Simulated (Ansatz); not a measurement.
# RbMg6Sn (Amm2) in Ansatz: single point with PBE

Aim: the single point of RbMg6Sn with PBE.

Program: Ansatz 0.2.0. These are calculated values, not measurements. Logs are shortened: lines on timing, memory, paths and dates and some standing lists are left out, and cuts for length are marked.

## (1) The crystal as given

It takes space group Amm2 (No. 38, orthorhombic). Conventional cell: a = 5.224 Å, b = 7.053 Å, c = 12.196 Å, α = 90.00°, β = 90.00°, γ = 90.00°. Sn (site symmetry mm2) has 8 Mg at 3.08 to 3.54 Å and 2 Rb at 3.47 Å as nearest neighbours. Around Rb (site symmetry mm2) lie 2 Sn at 3.47 Å and 10 Mg at 3.48 to 3.54 Å. Mg (site symmetry mm2) has 10 Mg at 3.21 to 3.63 Å and 2 Rb at 3.53 Å as nearest neighbours. Mg (site symmetry m) has 2 Sn at 3.22 Å and 8 Mg at 3.23 to 3.65 Å and 2 Rb at 3.51 to 3.54 Å as nearest neighbours. Mg (site symmetry mm2) has 10 Mg at 3.34 to 3.56 Å and 2 Sn at 3.54 Å as nearest neighbours. Mg (site symmetry m) is surrounded by 6 Mg at 3.05 to 3.51 Å and 1 Sn at 3.08 Å and 2 Rb at 3.48 Å.

The cell comes from a database or a generator and needn't be the stable form of this composition.

## (2) Single point, PBE

input.yaml

```yaml
crystal:
  lattice:
    - [5.224371, 0.0, 0.0]
    - [0.0, 3.5267185, 6.098173]
    - [0.0, -3.5267185, 6.098173]
  atoms:
    - { symbol: Sn, position: [0.0, 0.854223, 0.854223] }
    - { symbol: Rb, position: [0.5, 0.667508, 0.667508] }
    - { symbol: Mg, position: [0.5, 0.161381, 0.161381] }
    - { symbol: Mg, position: [0.5, 0.677123, 0.160305] }
    - { symbol: Mg, position: [0.5, 0.160305, 0.677123] }
    - { symbol: Mg, position: [0.0, 0.332439, 0.332439] }
    - { symbol: Mg, position: [0.0, 0.857081, 0.289941] }
    - { symbol: Mg, position: [0.0, 0.289941, 0.857081] }
hamiltonian:
  xc: pbe
  pseudopotentials: { kind: paw }
kpoints:
  mp_grid: { grid: [5, 5, 5] }
scf:
  occupations: { method: gaussian, width: 0.02 }
output:
  forces: true
  stress: true
  eigenvalues: true
  write_density: true
  write_potential: true
  elf: true
  volumetric_format: npy
```

Potentials or basis: Ansatz PAW.

Launch:

```bash
$ ansatz run input.yaml --threads 4 --pin off --max-ram 11264MiB --backend cpu --events-out ev --progress --plain --runs-dir out
```

The program printed:

```text
Warning: RAYON_NUM_THREADS=4 ignored (pool sized by the plan → 4); use --threads N
Engine: ansatz 0.2.0, aarch64-unknown-linux-gnu
Pseudopotentials: kind: paw
Pseudopotential: Sn, paw, valence charge 14, recommended cutoff 420 eV (normal), Sn.paw.azcp
Pseudopotential: Rb, paw, valence charge 9, recommended cutoff 420 eV (normal), Rb.paw.azcp
Pseudopotential: Mg, paw, valence charge 10, recommended cutoff 420 eV (normal), Mg.paw.azcp
Functional definition: PBE
  parameter kappa = 0.804
  parameter beta = 0.06672455060314922
  exchange = pbe_x(kappa = kappa, mu = beta*pi^2/3)
  correlation = pbe_c(beta = beta)
Crystal: 8 atoms, lattice volume = 224.716 Å³
Basis set: ecut = 420 eV, 4415 PW (Γ), exchange–correlation on 72×96×96 points (8 copies of the dense FFT grid, shifted against one another)
Bands: 50, of which v1, the nominal top of the filled ones, is band 42 counted from 1 (41 counted from 0)
Symmetry: 4 space group operations
Space group: Amm2 (ITA 38), of the structure as read, at distance tolerance 6.1e-5 Å
k-points: 27 of 125 (time reversal used)
Non-local potential: Sn, projectors of the file, l = 0: 2, l = 1: 2, l = 2: 2, l = 3: 2
Non-local potential: Rb, projectors of the file, l = 0: 3, l = 1: 2, l = 2: 2
Non-local potential: Mg, projectors of the file, l = 0: 3, l = 1: 2, l = 2: 1
PAW form: soft (Blöchl's): semilocal exchange-correlation on the pseudo side does not see the compensation charge
PAW one-centre angular grid: Sn, 590 points (default); XC on 64 Gauss nodes
PAW one-centre angular grid: Rb, 110 points (default); XC on 64 Gauss nodes
PAW one-centre angular grid: Mg, 110 points (default); XC on 64 Gauss nodes
Initial density: superposition of atomic densities (neutral atoms: chi_scale 0, normalization atom), corrected by the library's trained network
Initial wavefunctions: pseudopotential atomic-orbital guess
Functional: x = pbe(κ = 0.804, μ = 0.2195149727645171), c = pbe(β = 0.06672455060314922)
SCF iter   1: F=—  HF=-20833.064645 eV  |F-HF|=—  |Δ(HF+E_count)|=         —  Δρ=1.49e-3  dr2=1.41e-2  ethr=1.77e-3  ⟨swp⟩=10.5  Hψ=6286  notcnv=0
preconditioner: auto → Kerker (q_TF=auto, 2.311 Å⁻¹)  [metal: Δε(μ)=0.013 eV  Ē_g=7.068 eV  σ=0.020 eV  W_gap=0.36  n_scr=44 (ndim 8)  ℏωp=11.9 eV  f_vac=0.000  D(μ)=14.60/eV (n_scr^D=148)]
SCF iter   2: F=—  HF=-20833.064784 eV  |F-HF|=—  |Δ(HF+E_count)|=   1.39e-4  Δρ=1.04e-3  dr2=7.12e-3  ethr=1.70e-5  ⟨swp⟩=2.8  Hψ=2144  notcnv=0  defer=61
SCF iter   3: F=—  HF=-20833.063732 eV  |F-HF|=—  |Δ(HF+E_count)|=   1.05e-3  Δρ=2.61e-4  dr2=5.87e-4  ethr=8.58e-6  ⟨swp⟩=2.0  Hψ=1661  notcnv=0  defer=61
SCF iter   4: F=—  HF=-20833.063582 eV  |F-HF|=—  |Δ(HF+E_count)|=   1.51e-4  Δρ=1.38e-4  dr2=1.15e-4  ethr=7.07e-7  ⟨swp⟩=2.0  Hψ=1469  notcnv=0  defer=61
SCF iter   5: F=—  HF=-20833.063566 eV  |F-HF|=—  |Δ(HF+E_count)|=   1.58e-5  Δρ=5.04e-5  dr2=1.55e-5  ethr=1.39e-7  ⟨swp⟩=2.0  Hψ=1507  notcnv=0  defer=61
SCF iter   6: F=—  HF=-20833.063706 eV  |F-HF|=—  |Δ(HF+E_count)|=   1.41e-4  Δρ=1.39e-5  dr2=1.18e-6  ethr=1.86e-8  ⟨swp⟩=2.0  Hψ=1590  notcnv=0  defer=61
SCF iter   7: F=-20833.063706 eV  HF=-20833.063706 eV  |F-HF|=6.31e-8  |Δ(HF+E_count)|=   2.25e-7  Δρ=5.07e-6  dr2=7.65e-8  ethr=1.20e-10  ⟨swp⟩=14.2  Hψ=10984  notcnv=0
SCF 1 converged in 7 iterations: F = -20833.063706 eV  dr2 = 7.65e-8
SCF converged after 7 iterations
Free energy (F): -20833.063706 eV
Harris-Foulkes:  -20833.063706 eV  (|F-HF|=6.31e-8)
Internal energy: -20833.060792 eV  (E = F + TS)
E sigma→0 (E₀):  -20833.062249 eV
Entropy (-TS):   -0.002914 eV (-0.364 meV/atom)
Fermi energy:    5.574416 eV
--- Per-component energies (eV) ---
  E_band       = -2383.816229
  E_kinetic    = 826.556042
  E_local      = -11748.084534  (includes V_loc(G=0)·N_el)
  E_nonlocal   = 716.928149
  E_hartree    = 4418.771965
  E_xc         = -681.426666
  E_vxc        = -450.043822  (∫ρ·V_xc dr)
  E_paw        = -8511.677285  (= ΣΔE_a)
  E_vpaw       = -566.724909  (= ΣTr[D̂ρ^β])
  E_aug_tail   = -0.000019  (compensation charges beyond the density's cutoff)
  E_ewald      = -5854.128444
  E_smearing   = -0.002914  (= −TS)
  E_closure    = -0.000000  (closes the sum)
  Σ components = -20833.063706   (vs F -20833.063706, Δ=0.00e0)
--- Forces (eV/Å), atoms counted from 1 ---
  atom   1  Sn     0.00000000     0.00000000     0.02462946
  atom   2  Rb     0.00000000     0.00000000     0.03972104
  atom   3  Mg     0.00000000     0.00000000     0.00443431
  atom   4  Mg     0.00000000     0.02195439     0.01498228
  atom   5  Mg     0.00000000    -0.02195439     0.01498228
  atom   6  Mg     0.00000000     0.00000000    -0.03565962
  atom   7  Mg     0.00000000     0.00674003    -0.03158169
  atom   8  Mg     0.00000000    -0.00674003    -0.03158169
  max |Σ_I F_I| component: 7.36e-5 eV/Å
--- Stress (GPa, compression-positive) ---
       -0.588012       0.000000       0.000000
        0.000000       0.153402       0.000000
        0.000000       0.000000       0.120862
  P = ⅓ Tr σ = -0.1046 GPa (-1.046 kbar)
--- Band table (eV; the first three rows and the last of 27) ---
  k-point 0: bands = ["-70.8895", "-70.7191", "-70.7188", "-70.6559", "-70.6550", "-70.5381", "-37.6479", "-37.6464", "-37.6360", "-37.4945", "-37.4927", "-37.4699", "-37.4659", "-37.4616", "-37.4612", "-37.4313", "-37.4194", "-37.4118", "-37.4102", "-37.3981", "-37.3949", "-37.3118", "-37.2870", "-37.2814", "-21.7968", "-15.5032", "-15.5015", "-15.4947", "-15.4881", "-15.4880", "-6.1003", "-6.0881", "-6.0192", "-2.1122", "1.2999", "2.5174", "2.9394", "3.4865", "4.1301", "4.3035", "4.4641", "5.1608", "6.4844", "7.6147", "7.8643", "7.9487", "8.1280", "8.3490", "8.3660", "8.5315"]
  k-point 1: bands = ["-70.8895", "-70.7190", "-70.7189", "-70.6559", "-70.6550", "-70.5381", "-37.6479", "-37.6464", "-37.6360", "-37.4944", "-37.4928", "-37.4696", "-37.4663", "-37.4616", "-37.4612", "-37.4311", "-37.4196", "-37.4117", "-37.4102", "-37.3981", "-37.3949", "-37.3118", "-37.2870", "-37.2814", "-21.7967", "-15.5032", "-15.5014", "-15.4947", "-15.4881", "-15.4880", "-6.1035", "-6.0915", "-6.0190", "-2.0379", "1.0267", "2.1430", "3.1688", "3.7172", "4.1914", "4.2952", "5.0436", "5.6671", "6.2142", "7.0552", "7.0845", "7.8894", "8.0351", "8.1513", "8.4269", "8.7991"]
  k-point 2: bands = ["-70.8895", "-70.7190", "-70.7189", "-70.6559", "-70.6550", "-70.5381", "-37.6479", "-37.6464", "-37.6360", "-37.4940", "-37.4931", "-37.4689", "-37.4670", "-37.4616", "-37.4613", "-37.4309", "-37.4198", "-37.4117", "-37.4102", "-37.3980", "-37.3950", "-37.3118", "-37.2870", "-37.2814", "-21.7967", "-15.5031", "-15.5014", "-15.4947", "-15.4881", "-15.4879", "-6.1099", "-6.0957", "-6.0186", "-1.9027", "0.6460", "1.8890", "2.8603", "4.3190", "4.5076", "5.3126", "5.6101", "5.7988", "5.8383", "6.6443", "6.6709", "6.7925", "7.6399", "7.9600", "8.4231", "8.9561"]
  k-point 26: bands = ["-70.8895", "-70.7190", "-70.7189", "-70.6559", "-70.6550", "-70.5381", "-37.6479", "-37.6465", "-37.6360", "-37.4944", "-37.4929", "-37.4696", "-37.4663", "-37.4615", "-37.4611", "-37.4312", "-37.4195", "-37.4117", "-37.4105", "-37.3981", "-37.3947", "-37.3117", "-37.2869", "-37.2815", "-21.7956", "-15.5030", "-15.5016", "-15.4951", "-15.4876", "-15.4863", "-6.1104", "-6.0874", "-6.0838", "-1.5614", "1.5637", "1.8193", "2.2746", "2.7853", "3.7427", "4.1310", "5.4533", "5.5315", "5.9011", "6.8379", "7.7242", "7.9515", "8.1076", "8.6238", "8.8788", "9.2842"]
```

It took 8.9 s on 4 threads of Arm Neoverse V1, shared host; peak memory 0.65 GiB.

Results:

| Property | Result |
| --- | --- |
| Free energy | -20833.0637 eV |
| Pressure | -0.1 GPa |
| Largest force | 0.040 eV/Å |
| Band gap on the k mesh | none (metal or under the smearing width) |

Forces in eV/Å, atoms in the order of the input:
```
Sn   0.000  0.000  0.025
Rb   0.000  0.000  0.040
Mg   0.000  0.000  0.004
Mg   0.000  0.022  0.015
Mg   0.000 -0.022  0.015
Mg   0.000  0.000 -0.036
Mg   0.000  0.007 -0.032
Mg   0.000 -0.007 -0.032
```
